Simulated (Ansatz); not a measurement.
# SnTe3: how settings move the results

Aim, for SnTe3: sweep the plane-wave cutoff.

Program: Ansatz 0.2.0. Level of theory: DFT PBE, scalar-relativistic, plane waves, PAW. These are calculated values, not measurements.

### 1 The system as given

The structure is cubic, space group Fm-3m (No. 225). Conventional cell: a = 7.722 Å, b = 7.722 Å, c = 7.722 Å, α = 90.00°, β = 90.00°, γ = 90.00°. Sn (site symmetry m-3m) has 8 Te at 3.34 Å as nearest neighbours. Te (site symmetry -43m) is surrounded by 4 Sn at 3.34 Å and 4 Te at 3.34 Å. Te (site symmetry m-3m) has 8 Te at 3.34 Å as nearest neighbours.

As a file:

```cif
data_structure
_symmetry_space_group_name_H-M 'P 1'
_symmetry_Int_Tables_number 1
_cell_length_a 5.4606
_cell_length_b 5.4606
_cell_length_c 5.4606
_cell_angle_alpha 60.000
_cell_angle_beta 60.000
_cell_angle_gamma 60.000
_cell_volume 115.13
loop_
_atom_site_label
_atom_site_type_symbol
_atom_site_fract_x
_atom_site_fract_y
_atom_site_fract_z
_atom_site_occupancy
Sn1 Sn 0.00000 0.00000 0.00000 1
Te1 Te 0.25000 0.25000 0.25000 1
Te2 Te 0.75000 0.75000 0.75000 1
Te3 Te 0.50000 0.50000 0.50000 1
```

Source of the structure: the Materials Project (structure only). It is taken as it stands there.

### 2 The base run, which the others are set against

The input, input.yaml:

```yaml
crystal:
  lattice:
    - [0.0, 3.861219, 3.861219]
    - [3.861219, 0.0, 3.861219]
    - [3.861219, 3.861219, 0.0]
  atoms:
    - { symbol: Sn, position: [0.0, 0.0, 0.0] }
    - { symbol: Te, position: [0.25, 0.25, 0.25] }
    - { symbol: Te, position: [0.75, 0.75, 0.75] }
    - { symbol: Te, position: [0.5, 0.5, 0.5] }
basis:
  ecutwfc: 420
kpoints:
  mp_grid: { grid: [10, 10, 10] }
hamiltonian:
  xc: pbe
scf:
  occupations: { method: gaussian, width: 0.1 }
output:
  forces: true
  stress: true
  eigenvalues: true
  populations: true
```

It was run beforehand and gave: -6740.8600 eV/atom at zero smearing, pressure 0.00 GPa, largest force 0.000 eV/Å, no gap on the mesh, in 6 SCF cycles and 13 s.

### 3 Plane-wave cutoff: 200 eV

The input, input.yaml:

```yaml
crystal:
  lattice:
    - [0.0, 3.861219, 3.861219]
    - [3.861219, 0.0, 3.861219]
    - [3.861219, 3.861219, 0.0]
  atoms:
    - { symbol: Sn, position: [0.0, 0.0, 0.0] }
    - { symbol: Te, position: [0.25, 0.25, 0.25] }
    - { symbol: Te, position: [0.75, 0.75, 0.75] }
    - { symbol: Te, position: [0.5, 0.5, 0.5] }
basis:
  ecutwfc: 200
kpoints:
  mp_grid: { grid: [10, 10, 10] }
hamiltonian:
  xc: pbe
scf:
  occupations: { method: gaussian, width: 0.1 }
output:
  forces: true
  stress: true
  eigenvalues: true
```

### 4 Plane-wave cutoff: 250 eV

input.yaml, as its differences from that of step 3:

```diff
@@ -11,3 +11,3 @@
 basis:
-  ecutwfc: 200
+  ecutwfc: 250
 kpoints:
```

### 5 Plane-wave cutoff set to 300 eV

input.yaml, as its differences from that of step 4:

```diff
@@ -11,3 +11,3 @@
 basis:
-  ecutwfc: 250
+  ecutwfc: 300
 kpoints:
```

### 6 Plane-wave cutoff set to 350 eV

input.yaml, as its differences from that of step 5:

```diff
@@ -11,3 +11,3 @@
 basis:
-  ecutwfc: 300
+  ecutwfc: 350
 kpoints:
```

### 7 Plane-wave cutoff set to 500 eV

input.yaml, as its differences from that of step 6:

```diff
@@ -11,3 +11,3 @@
 basis:
-  ecutwfc: 350
+  ecutwfc: 500
 kpoints:
```

### 8 Plane-wave cutoff set to 600 eV

input.yaml, as its differences from that of step 7:

```diff
@@ -11,3 +11,3 @@
 basis:
-  ecutwfc: 500
+  ecutwfc: 600
 kpoints:
```

(Steps that only read results are left out.)

Q: Predict the outcome of the series: the values and the trend.

The runs gave:

| quantity | value |
| --- | --- |
| plane-wave cutoff: within 10 and 1 meV/atom of 600 eV from | 350 eV for 10; 420 eV for 1 |

**Reading.** For the plane-wave cutoff, the energy stays within 1 meV/atom of the reference from 420 eV on, at about 0.77 of the reference's time. The reference is only the best run made, not a proven limit. Much of this error cancels in differences between similar cells. The pressure is off by up to 2.1 GPa. Spin-orbit coupling is left out for Te. In some runs cutoff or mesh lie under the advised values, so their numbers carry a basis error.
